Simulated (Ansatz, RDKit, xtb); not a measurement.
**C7H7Br: ranking a sample of isomers**

A sample of isomers of C7H7Br is drawn. Aim: find which of them has the lowest free energy at 298.15 K, then its properties. The sample is small against all isomers, and the most stable one of this formula need not be in it.

The funnel: GFN2-xTB relaxations, single points with a density functional, relaxations at PBE0-D3(BJ)/def2-SVP, harmonic vibrations (at GFN2-xTB), and a last energy at a higher level. All values are calculated.

1 further run of the same task is left out (set aside as unsound or not needed).

**1. Candidates**

Isomers were taken from a list of plausible structures; this is a sample, not all of them. That gives 14 candidates.

| label | SMILES | spin |
| --- | --- | --- |
| c161 | C#C[C@]12C[C@H](C1)[C@@H]2Br | singlet |
| c226 | C#C[C@@]12CC[C@@]1(Br)C2 | singlet |
| c269 | C#C/C=C(Br)\C=C\C | singlet |
| c430 | C#C/C(C)=C(/Br)C=C | singlet |
| c471 | C#CC(=C)[C@H](Br)C=C | singlet |
| c485 | C#C[C@H](Br)/C=C/C=C | singlet |
| c496 | CC#CC1=C(Br)[C@@H]1C | singlet |
| c528 | C#C[C@@H]1C(C)=C1CBr | singlet |
| c624 | C#C[C@]1(Br)[C@@H]2CC[C@@H]21 | singlet |
| c696 | BrC[C@@]12[C@@H]3[C@H]4[C@@H]3[C@@H]1[C@H]42 | singlet |
| c727 | C#C/C(C)=C/C=C\Br | singlet |
| c745 | C=C1C=CC(C)=C1Br | singlet |
| c867 | C=C1C=C/C1=C\CBr | singlet |
| c931 | BrC1=C[C@@H]2C=C[C@H]1C2 | singlet |

Candidates are built by distance geometry, with a force field where one applies, in up to four conformers (letters a to d).

Q: Predict the outcome of this search (final energies at CCSD(T)/def2-SVP + MP2/def2-TZVPP - MP2/def2-SVP).

| quantity | value |
| --- | --- |
| lowest structure found | C=C1C=CC(C)=C1Br, singlet |
| next finalist | BrC1=C[C@@H]2C=C[C@H]1C2, singlet, 17.4 kcal/mol higher in G |
| share at equilibrium, among the finalists | 100.0 % |

The search ends on `C=C1C=CC(C)=C1Br`. The margin of 17.4 kcal/mol over the next finalist is beyond the usual error of the last level; it says nothing of structures that weren't ranked. GFN2-xTB, r2SCAN-D4/def2-SVP, PBE0-D3(BJ)/def2-SVP, HF/def2-SVP and MP2/def2-SVP already put its bonding pattern lowest among the structures in one piece; HF/STO-3G favours the singlet BrC1=C[C@@H]2C=C[C@H]1C2. Lowest found is not proven lowest: the search is finite, and each finalist counts with one conformer. Only 14 drawn patterns were tried, so whole families of isomers are missing, and the result ranks this sample alone. The lowest isomer need not be the one that is made and kept in a bottle, which depends on barriers.
